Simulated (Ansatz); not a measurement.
# C3H7NSi: small, medium and large basis sets

An exercise on one series of results from a longer session: the logs are not shown, and one member is left open.

Method: one geometry, several basis sets; program: Ansatz 0.2.0, Gaussian basis.

Plan: PBE0-D4/def2-SVP; ωB97M-V/def2-SVP; PBE0-D4/def2-QZVPP; ωB97M-V/def2-QZVPP; the functionals' def2-TZVPP values are taken from earlier runs.

## Structure used throughout

The geometry comes from an earlier relaxation with PBE0-D4 in a triple-zeta def2 set; it is a stationary point, not always the lowest conformer.

SMILES `C[SiH2]C1C=N1`, 12 atoms, charge 0, spin multiplicity 1.

Atoms are counted from 1 here; the program's logs count them from 0.

Bond lengths: C1–Si2 1.868 Å, C1–H6 1.092 Å, C1–H7 1.093 Å, C1–H8 1.092 Å, Si2–C3 1.871 Å, Si2–H9 1.491 Å, Si2–H10 1.490 Å, C3–C4 1.453 Å, C3–N5 1.565 Å, C3–H11 1.091 Å, C4–N5 1.241 Å, C4–H12 1.083 Å. Angles: Si2–C1–H6 111.1°, Si2–C1–H7 110.8°, Si2–C1–H8 110.2°, H6–C1–H7 108.1°, H6–C1–H8 108.4°, H7–C1–H8 108.1°, C1–Si2–C3 111.1°, C1–Si2–H9 110.1°, C1–Si2–H10 110.6°, C3–Si2–H9 108.6°, C3–Si2–H10 107.8°, H9–Si2–H10 108.5°, Si2–C3–C4 123.5°, Si2–C3–N5 117.7°, Si2–C3–H11 117.8°, C4–C3–N5 48.4°, C4–C3–H11 116.4°, N5–C3–H11 113.2° and more.

As a file:

```xyz
12
charge 0, multiplicity 1
C    -1.1874    1.4338    0.4931
Si    0.3522    0.3934    0.6843
C     0.2124   -1.2009   -0.2841
C     1.1953   -1.6348   -1.2621
N     0.2360   -1.1066   -1.8462
H    -1.0973    2.3747    1.0409
H    -2.0637    0.9027    0.8724
H    -1.3599    1.6636   -0.5607
H     0.5715    0.0603    2.1215
H     1.5463    1.1287    0.1811
H    -0.4705   -1.9653    0.0909
H     2.1423   -2.1047   -1.4970
```

Set-up of the first run:

in.yaml

```yaml
crystal:
  periodic: [false, false, false]
  atoms:
    - {symbol: C, position_ang: [-1.187435, 1.433848, 0.493105]}
    - {symbol: Si, position_ang: [0.352221, 0.393442, 0.684320]}
    - {symbol: C, position_ang: [0.212360, -1.200905, -0.284074]}
    - {symbol: C, position_ang: [1.195261, -1.634848, -1.262052]}
    - {symbol: N, position_ang: [0.236022, -1.106567, -1.846174]}
    - {symbol: H, position_ang: [-1.097267, 2.374652, 1.040873]}
    - {symbol: H, position_ang: [-2.063710, 0.902652, 0.872374]}
    - {symbol: H, position_ang: [-1.359943, 1.663611, -0.560749]}
    - {symbol: H, position_ang: [0.571499, 0.060338, 2.121496]}
    - {symbol: H, position_ang: [1.546260, 1.128678, 0.181053]}
    - {symbol: H, position_ang: [-0.470505, -1.965303, 0.090945]}
    - {symbol: H, position_ang: [2.142338, -2.104699, -1.497016]}
basis:
  gaussian: {orbitals: def2-SVP}
hamiltonian: {xc: pbe0, dispersion: d4}
output: {orbitals: {seedname: orbitals}}
```

Steps of the session up to this table: PBE0-D4 in def2-SVP; ωB97M-V in def2-SVP; PBE0-D4 in def2-QZVPP; ωB97M-V in def2-QZVPP.

One of the session's tables, all rows but one given; the rest of the session is left out.

It belongs to the step «Density functionals: the series». 

```
functional       basis  HOMO (eV)
   PBE0-D4    def2-SVP      -7.79
   PBE0-D4  def2-TZVPP      -7.85
   PBE0-D4  def2-QZVPP          ?
   ωB97M-V    def2-SVP     -10.03
   ωB97M-V  def2-TZVPP     -10.10
   ωB97M-V  def2-QZVPP     -10.12
```

Estimate the missing values for PBE0-D4, def2-QZVPP.

**Answer.** HOMO (eV): -7.87. In the column «HOMO (eV)» it lies between ωB97M-V, def2-SVP (-10.03) and PBE0-D4, def2-TZVPP (-7.85).
